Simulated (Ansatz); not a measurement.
## C4H6B (charge +1), SMILES BC[c+]1cc1: a ladder of methods at one geometry

Run with the Ansatz DFT code, driven from Python.

`run_methods.py`:
```python
'''C4H6B(+) at several levels of theory.'''

from pathlib import Path

import ansatz as az
import numpy as np

system = (
    az.Crystal.molecule()
    .atom('B', (1.6177, 0.7566, 0.4419))
    .atom('C', (0.8962, -0.4265, -0.3332))
    .atom('C', (-0.5789, -0.3046, -0.1821))
    .atom('C', (-1.7873, 0.1972, -0.6196))
    .atom('C', (-1.7339, -0.5741, 0.5228))
    .atom('H', (2.3019, 1.5199, -0.1452))
    .atom('H', (1.4801, 0.8713, 1.6099))
    .atom('H', (1.2314, -1.3982, 0.0843))
    .atom('H', (1.1606, -0.3805, -1.4099))
    .atom('H', (-2.3569, 0.7787, -1.3313))
    .atom('H', (-2.231, -1.0399, 1.3623))
)

job = system.calculation()
job = job.basis(gaussian='cc-pVDZ')
job = job.charge(1)
job = job.accuracy('high')

print('functional    E (Ha)        dipole (D)   HOMO (eV)  LUMO (eV)')
for name in ['lda', 'r2scan0', 'hse06', 'hf', 'lc_wpbe']:
    report = job.functional(name).forces().orbitals().run(runs_dir='runs').report
    lines = Path(report['orbitals_path']).read_text().splitlines()
    field_of = lambda key: [line.split('=')[1].strip() for line in lines if line.startswith(key)]
    orbitals = [(27.211386 * float(e), s, float(n)) for e, s, n in zip(field_of('Ene='), field_of('Spin='), field_of('Occup='))]
    homo = max(e for e, _, n in orbitals if n > 0.5)
    lumo = min(e for e, _, n in orbitals if n < 0.5)
    dipole = 4.803205 * np.linalg.norm(report['charge_distribution']['dipole_moment_e_ang'])
    print(f'{name:10s} {report["free_energy_ev"] / 27.211386246:14.6f} {dipole:9.3f} {homo:11.3f} {lumo:10.3f}')
```

```console
$ python run_methods.py
functional    E (Ha)        dipole (D)   HOMO (eV)  LUMO (eV)
lda           -178.725709     2.616     -12.369     -8.578
r2scan0       -180.374964     2.859     -14.002     -6.981
hse06         -180.266501     2.825     -13.392     -7.553
hf            -179.323991     3.206     -17.290     -2.807
lc_wpbe       -180.369047     2.996     -16.664     -4.666
```

Reading the output:
- These settings explore the input space; basis and method may be short of convergence.
- The geometry is a force-field or estimated start, not a minimum of this method, and the basis set is short of its limit. A lower total doesn't mark the better method: functionals have no common bound, and MP2 and coupled cluster aren't variational.
- An ion's dipole depends on the origin; the program takes it about the centre of nuclear charge.
- Levels such as HOMO and LUMO are orbital energies: with these approximate functionals they aren't the ionisation energy and electron affinity, and their gap isn't the fundamental gap.
- hse06 follows the composition of plane-wave codes, whose totals differ by tens of mHa, up to about 0.1 Ha, from the form usual in Gaussian-basis programs (wpbeh).
- The whole script took 71 s on 1 thread of Arm Neoverse V1 (shared host), peak memory 0.47 GiB.
